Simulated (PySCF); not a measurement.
# [Er(H2O)2]3+: other functionals and bases at one geometry

How far do other levels of theory move the description of [Er(H2O)2]3+, and what does each cost? The species was built from a template and needn't be a known compound.

Program: PySCF 2.14.0. Level of theory: several levels, as the steps say, no spin–orbit coupling. These are calculated values, not measurements.

4 further runs of the same task are left out: 2 for a known fault of the program, 1 that didn't finish, 1 set aside as unsound or not needed.

**1. Where the work starts**

7 atoms, charge 3, spin multiplicity 1.

Bond lengths: Er1–O2 2.191 Å, Er1–O5 2.191 Å, O2–H3 1.006 Å, O2–H4 1.005 Å, O5–H6 1.006 Å, O5–H7 1.004 Å. Angles: O2–Er1–O5 113.4°, Er1–O2–H3 127.7°, Er1–O2–H4 129.6°, H3–O2–H4 102.7°, Er1–O5–H6 127.8°, Er1–O5–H7 129.5°, H6–O5–H7 102.8°.

Coordinates:

```
atom    x (Å)    y (Å)    z (Å)
 Er1   1.0279  -0.1329   0.0053
  O2  -0.1675   0.0767   1.8298
  H3   0.1304   0.4289   2.7237
  H4  -1.1259  -0.1727   1.9994
  O5  -0.1636  -0.0421  -1.8314
  H6   0.1319  -0.2579  -2.7689
  H7  -1.1217   0.2320  -1.9579
```

Formal oxidation states: Er +3. Each metal's 11 4f electrons lie in its core potential, so multiplicities, spins and levels count the valence alone. An earlier session relaxed this geometry at TPSS, Er lcecp-1-SVP with ECP57, O def2-SVP, H def2-SVP (singlet, point group C1).

At TPSS on the finer grid: E = -189.785463 Eh, HOMO -25.03 eV, LUMO -19.39 eV, Mulliken charge on Er1 +2.15 e, largest force component 0.020 eV/Å. 

Levels to run: revPBE; CAM-B3LYP; PBE; B3LYP; TPSS, TZVP. Hardware: 2 threads of Arm Neoverse V1, shared host.

**2. revPBE**

Contents of run.py (the lines that set the calculation):

```python
mol = gto.M(atom='''
Er     1.02790    -0.13289     0.00535
O     -0.16748     0.07674     1.82984
H      0.13044     0.42886     2.72371
H     -1.12588    -0.17271     1.99937
O     -0.16363    -0.04212    -1.83141
H      0.13192    -0.25792    -2.76894
H     -1.12168     0.23199    -1.95793''',
    basis={'Er': 'lcecp-1-SVP', 'O': 'def2-SVP', 'H': 'def2-SVP'},
    ecp={'Er': 'lcecp-1-SVP'},
    charge=3, spin=0)
mf = dft.RKS(mol, xc='PBE_R,PBE')
mf.grids.atom_grid = (75, 302)  # f atoms: unpruned, at least (60, 302)
mf = mf.density_fit()  # fitting sets: Er AutoAux, O def2-universal-JKFIT, H def2-universal-JKFIT
mf.conv_tol = 1e-08; mf.max_cycle = 55
mf.kernel(dm0)  # dm0: the density of the relaxed state
```

On the command line:

```console
$ OMP_NUM_THREADS=2 python run.py
```

What it wrote:

```text
init E= -189.755988189839
  HOMO = -0.911373106178096  LUMO = -0.722553451094081  gap/eV = 5.13804
cycle= 1 E= -189.75594577986  delta_E= 4.24e-05  |g|= 0.0457  |ddm|= 0.0857
  HOMO = -0.925662689638287  LUMO = -0.718419247225402  gap/eV = 5.63938
cycle= 2 E= -189.754344166958  delta_E= 0.0016  |g|= 0.101  |ddm|= 0.103
  HOMO = -0.91606399032084  LUMO = -0.720544986955947  gap/eV = 5.32034
cycle= 3 E= -189.756383733712  delta_E= -0.00204  |g|= 0.00175  |ddm|= 0.0667
  HOMO = -0.915961184701795  LUMO = -0.720933042781726  gap/eV = 5.30699
cycle= 4 E= -189.756384739095  delta_E= -1.01e-06  |g|= 0.000266  |ddm|= 0.00294
  HOMO = -0.915953807206214  LUMO = -0.720888188478466  gap/eV = 5.30801
cycle= 5 E= -189.756384754817  delta_E= -1.57e-08  |g|= 0.000159  |ddm|= 0.000367
  HOMO = -0.915951705883858  LUMO = -0.720886227291675  gap/eV = 5.30800
cycle= 6 E= -189.756384759182  delta_E= -4.37e-09  |g|= 5.16e-05  |ddm|= 0.00013
  HOMO = -0.915947535831156  LUMO = -0.720891281511483  gap/eV = 5.30775
Extra cycle  E= -189.756384757477  delta_E= 1.71e-09  |g|= 0.000107  |ddm|= 0.000107
converged SCF energy = -189.756384757477
```

Wall time 7.5 s (2 threads of Arm Neoverse V1, shared host).

Read off: E = -189.756385 Eh, HOMO -24.92 eV, LUMO -19.62 eV, Mulliken charge on Er1 +2.11 e, largest force component 0.154 eV/Å. 

**3. CAM-B3LYP**

run.py (the lines that set the calculation), as its differences from that of step 2:

```diff
@@ -11,3 +11,3 @@
     charge=3, spin=0)
-mf = dft.RKS(mol, xc='PBE_R,PBE')
+mf = dft.RKS(mol, xc='CAMB3LYP')
 mf.grids.atom_grid = (75, 302)  # f atoms: unpruned, at least (60, 302)
```

On the command line:

```console
$ OMP_NUM_THREADS=2 python run.py
```

What it wrote:

```text
init E= -189.685180666283
  HOMO = -1.04192030899367  LUMO = -0.649261780855323  gap/eV = 10.68478
cycle= 1 E= -189.687376412798  delta_E= -0.0022  |g|= 0.04  |ddm|= 0.133
  HOMO = -1.03023256702836  LUMO = -0.656458252750291  gap/eV = 10.17092
cycle= 2 E= -189.687293478064  delta_E= 8.29e-05  |g|= 0.0474  |ddm|= 0.0607
  HOMO = -1.03736357535895  LUMO = -0.655567929509304  gap/eV = 10.38919
cycle= 3 E= -189.687705927571  delta_E= -0.000412  |g|= 0.00322  |ddm|= 0.0287
  HOMO = -1.03699609356114  LUMO = -0.655289807342319  gap/eV = 10.38676
cycle= 4 E= -189.687709093852  delta_E= -3.17e-06  |g|= 0.000755  |ddm|= 0.00379
  HOMO = -1.03695717612461  LUMO = -0.655488270247617  gap/eV = 10.38030
cycle= 5 E= -189.687709324585  delta_E= -2.31e-07  |g|= 9.34e-05  |ddm|= 0.00145
  HOMO = -1.03695060914265  LUMO = -0.655492495226183  gap/eV = 10.38000
cycle= 6 E= -189.687709331337  delta_E= -6.75e-09  |g|= 4.19e-05  |ddm|= 0.000235
  HOMO = -1.03695225793527  LUMO = -0.655491798649337  gap/eV = 10.38007
Extra cycle  E= -189.687709331541  delta_E= -2.04e-10  |g|= 4.55e-05  |ddm|= 6.11e-05
converged SCF energy = -189.687709331541
```

Run time: 6.4 s. Hardware: 2 threads of Arm Neoverse V1, shared host.

Read off: E = -189.687709 Eh, HOMO -28.22 eV, LUMO -17.84 eV, Mulliken charge on Er1 +2.19 e, largest force component 0.305 eV/Å. 

**4. PBE**

run.py (the lines that set the calculation), as its differences from that of step 3:

```diff
@@ -11,3 +11,3 @@
     charge=3, spin=0)
-mf = dft.RKS(mol, xc='CAMB3LYP')
+mf = dft.RKS(mol, xc='PBE')
 mf.grids.atom_grid = (75, 302)  # f atoms: unpruned, at least (60, 302)
```

On the command line:

```console
$ OMP_NUM_THREADS=2 python run.py
```

What it wrote:

```text
init E= -189.609680946429
  HOMO = -0.913315368739508  LUMO = -0.724868990025198  gap/eV = 5.12789
cycle= 1 E= -189.609816440152  delta_E= -0.000135  |g|= 0.0424  |ddm|= 0.093
  HOMO = -0.927122536801321  LUMO = -0.719832134365183  gap/eV = 5.64066
cycle= 2 E= -189.608312119286  delta_E= 0.0015  |g|= 0.0969  |ddm|= 0.103
  HOMO = -0.918198482705148  LUMO = -0.722203681562647  gap/eV = 5.33329
cycle= 3 E= -189.610225065632  delta_E= -0.00191  |g|= 0.00326  |ddm|= 0.0644
  HOMO = -0.918052040136854  LUMO = -0.722909140409675  gap/eV = 5.31011
cycle= 4 E= -189.610229191136  delta_E= -4.13e-06  |g|= 0.00041  |ddm|= 0.00499
  HOMO = -0.917999471697163  LUMO = -0.72288066678714  gap/eV = 5.30945
cycle= 5 E= -189.610229217452  delta_E= -2.63e-08  |g|= 0.000154  |ddm|= 0.000347
  HOMO = -0.917999002685853  LUMO = -0.72287745755356  gap/eV = 5.30953
cycle= 6 E= -189.610229221549  delta_E= -4.1e-09  |g|= 5.44e-05  |ddm|= 0.000131
  HOMO = -0.918000144624012  LUMO = -0.722874256657658  gap/eV = 5.30965
Extra cycle  E= -189.61022921947  delta_E= 2.08e-09  |g|= 0.000117  |ddm|= 0.000111
converged SCF energy = -189.61022921947
```

Run time: 6 s. Hardware: 2 threads of Arm Neoverse V1, shared host.

Read off: E = -189.610229 Eh, HOMO -24.98 eV, LUMO -19.67 eV, Mulliken charge on Er1 +2.10 e, largest force component 0.108 eV/Å. 

**5. B3LYP**

run.py (the lines that set the calculation), as its differences from that of step 4:

```diff
@@ -11,3 +11,3 @@
     charge=3, spin=0)
-mf = dft.RKS(mol, xc='PBE')
+mf = dft.RKS(mol, xc='B3LYP')
 mf.grids.atom_grid = (75, 302)  # f atoms: unpruned, at least (60, 302)
```

On the command line:

```console
$ OMP_NUM_THREADS=2 python run.py
```

What it wrote:

```text
init E= -189.784846415624
  HOMO = -0.975135718826616  LUMO = -0.699425594391369  gap/eV = 7.50245
cycle= 1 E= -189.785229061327  delta_E= -0.000383  |g|= 0.0407  |ddm|= 0.0864
  HOMO = -0.963340776065329  LUMO = -0.705359202749251  gap/eV = 7.02004
cycle= 2 E= -189.784629304617  delta_E= 0.0006  |g|= 0.0698  |ddm|= 0.0762
  HOMO = -0.971190976415067  LUMO = -0.703751155723107  gap/eV = 7.27741
cycle= 3 E= -189.785566385652  delta_E= -0.000937  |g|= 0.00163  |ddm|= 0.0439
  HOMO = -0.971103268767744  LUMO = -0.703264006142028  gap/eV = 7.28828
cycle= 4 E= -189.785567167452  delta_E= -7.82e-07  |g|= 0.000282  |ddm|= 0.00252
  HOMO = -0.971100086913857  LUMO = -0.703299240062196  gap/eV = 7.28723
cycle= 5 E= -189.785567184135  delta_E= -1.67e-08  |g|= 8.66e-05  |ddm|= 0.000267
  HOMO = -0.971095806531975  LUMO = -0.703306941741126  gap/eV = 7.28691
cycle= 6 E= -189.785567185115  delta_E= -9.8e-10  |g|= 5.75e-05  |ddm|= 9.67e-05
  HOMO = -0.97109443900071  LUMO = -0.703308478916284  gap/eV = 7.28683
Extra cycle  E= -189.78556718399  delta_E= 1.12e-09  |g|= 9.7e-05  |ddm|= 9.19e-05
converged SCF energy = -189.78556718399
```

It took 4.9 s on 2 threads of Arm Neoverse V1, shared host.

Result: E = -189.785567 Eh, HOMO -26.42 eV, LUMO -19.14 eV, Mulliken charge on Er1 +2.17 e, largest force component 0.263 eV/Å. 

**6. TPSS, TZVP**

Basis: Er lcecp-1-TZVP with ECP57, O def2-TZVP, H def2-TZVP. 

Contents of run.py (the lines that set the calculation):

```python
mol = gto.M(atom='''
Er     1.02790    -0.13289     0.00535
O     -0.16748     0.07674     1.82984
H      0.13044     0.42886     2.72371
H     -1.12588    -0.17271     1.99937
O     -0.16363    -0.04212    -1.83141
H      0.13192    -0.25792    -2.76894
H     -1.12168     0.23199    -1.95793''',
    basis={'Er': 'lcecp-1-TZVP', 'O': 'def2-TZVP', 'H': 'def2-TZVP'},
    ecp={'Er': 'lcecp-1-TZVP'},
    charge=3, spin=0)
mf = dft.RKS(mol, xc='TPSS')
mf.grids.atom_grid = (75, 302)  # f atoms: unpruned, at least (60, 302)
mf = mf.density_fit()  # fitting sets: Er AutoAux, O def2-universal-JKFIT, H def2-universal-JKFIT
mf.conv_tol = 1e-08; mf.max_cycle = 55
mf.kernel(dm0)  # dm0: free metal ions and neutral atoms
```

On the command line:

```console
$ OMP_NUM_THREADS=2 python run.py
```

What it wrote:

```text
init E= -180.735000237332
  HOMO = -1.57073071171734  LUMO = -0.789929361553434  gap/eV = 21.24669
cycle= 1 E= -187.40218068511  delta_E= -6.67  |g|=  4.2  |ddm|= 2.41
  HOMO = -0.70943413296359  LUMO = -0.691524051280037  gap/eV = 0.48736
cycle= 2 E= -167.716815358924  delta_E= 19.7  |g|= 7.26  |ddm|= 5.98
  HOMO = -1.04889866667713  LUMO = -0.66611693471409  gap/eV = 10.41602
cycle= 3 E= -189.506386692482  delta_E= -21.8  |g|= 1.26  |ddm|= 5.96
  HOMO = -0.947908683158923  LUMO = -0.760720462393522  gap/eV = 5.09365
cycle= 4 E= -189.942091258191  delta_E= -0.436  |g|= 0.353  |ddm|= 1.82
  HOMO = -0.908527606312857  LUMO = -0.710042527227966  gap/eV = 5.40105
cycle= 5 E= -189.968028743415  delta_E= -0.0259  |g|= 0.104  |ddm|= 0.362
  HOMO = -0.916786655036608  LUMO = -0.709379869602907  gap/eV = 5.64383
cycle= 6 E= -189.969893870028  delta_E= -0.00187  |g|= 0.0275  |ddm|= 0.0631
  HOMO = -0.91862097255587  LUMO = -0.710937893420168  gap/eV = 5.65134
cycle= 7 E= -189.969983224989  delta_E= -8.94e-05  |g|= 0.018  |ddm|= 0.0219
  HOMO = -0.919538187016369  LUMO = -0.711078740810115  gap/eV = 5.67247
cycle= 8 E= -189.970035826873  delta_E= -5.26e-05  |g|= 0.00475  |ddm|= 0.00961
  HOMO = -0.919449329472694  LUMO = -0.710819975946519  gap/eV = 5.67709
cycle= 9 E= -189.970040120927  delta_E= -4.29e-06  |g|= 0.000434  |ddm|= 0.00281
  HOMO = -0.919411884925468  LUMO = -0.710828077307791  gap/eV = 5.67585
cycle= 10 E= -189.970040158326  delta_E= -3.74e-08  |g|= 7.55e-05  |ddm|= 0.000307
  HOMO = -0.919417596320109  LUMO = -0.710830859875103  gap/eV = 5.67593
cycle= 11 E= -189.970040159282  delta_E= -9.56e-10  |g|= 1.11e-05  |ddm|= 3.34e-05
  HOMO = -0.919420095745431  LUMO = -0.71083043965242  gap/eV = 5.67601
Extra cycle  E= -189.970040159253  delta_E= 2.96e-11  |g|= 1.72e-05  |ddm|= 1.4e-05
converged SCF energy = -189.970040159253
```

Wall time 20 s (2 threads of Arm Neoverse V1, shared host).

Read off: E = -189.970040 Eh, HOMO -25.02 eV, LUMO -19.34 eV, Mulliken charge on Er1 +2.34 e, largest force component 0.322 eV/Å. 

**7. Results**

| level | state | HOMO (eV) | gap (eV) | charge on Er1 (e) | dipole (D) | largest force (eV/Å) | basis functions | time |
| --- | --- | --- | --- | --- | --- | --- | --- | --- |
| TPSS (relaxed here) | singlet | -25.03 | 5.64 | 2.15 | 3.39 | 0.02 | 81 | 38 s |
| revPBE | singlet | -24.92 | 5.31 | 2.11 | 3.46 | 0.15 | 81 | 7.5 s |
| CAM-B3LYP | singlet | -28.22 | 10.38 | 2.19 | 3.15 | 0.31 | 81 | 6.4 s |
| PBE | singlet | -24.98 | 5.31 | 2.10 | 3.51 | 0.11 | 81 | 6 s |
| B3LYP | singlet | -26.42 | 7.29 | 2.17 | 3.26 | 0.26 | 81 | 4.9 s |
| TPSS, TZVP | singlet | -25.02 | 5.68 | 2.34 | 3.39 | 0.32 | 133 | 20 s |

Times are on 2 threads of Arm Neoverse V1, shared host; the first row also made further properties. The dipole of a charged species depends on the origin, so these sizes hold for this origin alone.

In one basis the HOMO–LUMO gap runs from 5.31 eV (revPBE) to 10.38 eV (CAM-B3LYP). The largest leftover force, 0.32 eV/Å with TPSS, TZVP, stands at a geometry relaxed at another level. The Mulliken charge on Er spans +2.10 to +2.34 e over the levels. With 4f in the core, its levels are missing from HOMO and gap. Total energies of different levels can't be compared. Spin–orbit coupling is left out throughout.
